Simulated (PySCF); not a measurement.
# BiH6N3 (Bi(NH2)3): the cost of one run

Computed with PySCF 2.14.0. Level: several levels, as the steps say, no spin–orbit coupling.

1 further run of the same task is left out (for a known fault of the program).

**1. The starting structure**

10 atoms, charge 0, spin multiplicity 1.

Bond lengths: Bi1–N2 2.258 Å, Bi1–N5 2.258 Å, Bi1–N8 2.258 Å, N2–H3 1.021 Å, N2–H4 1.021 Å, N5–H6 1.021 Å, N5–H7 1.021 Å, N8–H9 1.021 Å, N8–H10 1.021 Å. Angles: N2–Bi1–N5 120.0°, N2–Bi1–N8 120.0°, N5–Bi1–N8 120.0°, Bi1–N2–H3 126.3°, Bi1–N2–H4 126.3°, H3–N2–H4 107.4°, Bi1–N5–H6 126.3°, Bi1–N5–H7 126.3°, H6–N5–H7 107.4°, Bi1–N8–H9 126.3°, Bi1–N8–H10 126.3°, H9–N8–H10 107.4°.

Geometry (Å):

| atom | x (Å) | y (Å) | z (Å) |
| --- | --- | --- | --- |
| Bi1 | 0.0000 | 0.0000 | 0.0000 |
| N2 | 2.2576 | 0.0000 | 0.0000 |
| H3 | 2.8624 | 0.0000 | 0.8232 |
| H4 | 2.8624 | 0.0000 | -0.8232 |
| N5 | -1.1288 | 1.9551 | 0.0000 |
| H6 | -1.4312 | 2.4789 | 0.8232 |
| H7 | -1.4312 | 2.4789 | -0.8232 |
| N8 | -1.1288 | -1.9551 | 0.0000 |
| H9 | -1.4312 | -2.4789 | 0.8232 |
| H10 | -1.4312 | -2.4789 | -0.8232 |

Formal oxidation states: Bi +3. An earlier session relaxed this geometry at PBE0, Bi def2-SVP with ECP60, N def2-SVP, H def2-SVP (singlet, point group D3h). Its vibrations showed it to be a saddle point, relaxed within its symmetry.

At PBE0 on the finer grid: E = -382.015438 Eh, HOMO -5.40 eV, LUMO -4.22 eV, Mulliken charge on Bi1 +1.24 e, largest force component 0.001 eV/Å. The gap is small, and the closed shell wasn't tested for a lower spin-broken solution.

Levels to run: CAM-B3LYP; revPBE; PBE0, TZVP. Hardware: 2 threads of Arm Neoverse V2, shared host.

**2. CAM-B3LYP**

The input, run.py (the lines that set the calculation):

```python
mol = gto.M(atom='''
Bi     0.00000     0.00000     0.00000
N      2.25758     0.00002     0.00000
H      2.86242     0.00003     0.82315
H      2.86242     0.00003    -0.82315
N     -1.12881     1.95511     0.00000
H     -1.43123     2.47892     0.82315
H     -1.43123     2.47892    -0.82315
N     -1.12877    -1.95513     0.00000
H     -1.43119    -2.47894     0.82315
H     -1.43119    -2.47894    -0.82315''',
    basis={'Bi': 'def2-SVP', 'N': 'def2-SVP', 'H': 'def2-SVP'},
    ecp={'Bi': 'def2-SVP'},
    charge=0, spin=0)
mf = dft.RKS(mol, xc='CAMB3LYP')
mf.grids.atom_grid = (75, 302)
mf = mf.density_fit()  # fitting sets: Bi def2-universal-JKFIT, N def2-universal-JKFIT, H def2-universal-JKFIT
mf.conv_tol = 1e-08; mf.max_cycle = 55
mf.kernel(dm0)  # dm0: the density of the relaxed state
```

Launch:

```bash
> OMP_NUM_THREADS=2 python run.py
```

**Question.** How long does this run take on 2 threads of Arm Neoverse V2, shared host?

About 4.7 s.
